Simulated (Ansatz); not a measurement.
# H14CO8: the cost of one run

Program: Ansatz 0.2.0. Level of theory: DFT PBE, plane waves, PAW, scalar-relativistic, no spin polarisation. These are calculated values, not measurements.

## (1) Starting point

The cell holds 23 atoms (CH14O8): a = 6.240 Å, b = 6.240 Å, c = 6.240 Å, α = 90.00°, β = 90.00°, γ = 90.00°.

Its coordinates follow in the input file.

## (2) Preparing the start

input.yaml reads:

```yaml
crystal:
  lattice:
    - [6.240251, 0.0, 0.0]
    - [0.0, 6.240251, 0.0]
    - [0.0, 0.0, 6.240251]
  atoms:
    - { symbol: O, position: [0.737204, 0.1524871, 0.7033391] }
    - { symbol: H, position: [0.5996714, 0.2105574, 0.7458071] }
    - { symbol: H, position: [0.7007281, 0.034422, 0.6094185] }
    - { symbol: O, position: [0.4987892, 0.822992, 0.3875354] }
    - { symbol: H, position: [0.481167, 0.9481267, 0.297415] }
    - { symbol: H, position: [0.4791622, 0.7036206, 0.2902925] }
    - { symbol: O, position: [0.0279106, 0.4467951, 0.9701377] }
    - { symbol: H, position: [0.015363, 0.4518195, 0.8155148] }
    - { symbol: H, position: [0.1488017, 0.3526672, 0.9949609] }
    - { symbol: O, position: [0.7566463, 0.8439657, 0.9241676] }
    - { symbol: H, position: [0.7657822, 0.6908308, 0.9005632] }
    - { symbol: H, position: [0.6101372, 0.8661641, 0.9703546] }
    - { symbol: O, position: [0.15628, 0.9297891, -0.0069666] }
    - { symbol: H, position: [0.2163178, 0.9982007, 0.1187563] }
    - { symbol: H, position: [0.2800136, 0.8730213, -0.0815208] }
    - { symbol: O, position: [0.4504612, 0.3527995, 0.2882167] }
    - { symbol: H, position: [0.3377988, 0.4159175, 0.3743224] }
    - { symbol: H, position: [0.5796772, 0.3796795, 0.3698965] }
    - { symbol: O, position: [0.0606072, -0.1371968, 0.4790727] }
    - { symbol: C, position: [-0.0213531, 0.0299465, 0.3687029] }
    - { symbol: O, position: [0.0168668, 0.2170402, 0.4045346] }
    - { symbol: H, position: [0.1535475, -0.0749914, 0.5893768] }
    - { symbol: H, position: [-0.1274218, -0.0300247, 0.2421675] }
basis:
  ecutwfc: 420.0
kpoints:
  mp_grid: { grid: [1, 1, 1] }
hamiltonian:
  xc: pbe
scf:
  occupations: { method: fermi_dirac, width: 0.05 }
  lower_state_search: "off"
relax:
  f_tol: 0.3
  max_steps: 15
  adjacent_minimum: "off"
```

Started as:

```
$ ansatz run input.yaml --threads 1 --pin off --max-ram 3072MiB --backend cpu --events-out ev --progress --plain --runs-dir out
```

Q: Estimate wall time and peak memory on 1 thread of AMD EPYC 9B14 (Zen 4), shared host.

About 13 s, with a peak of 0.41 GiB.
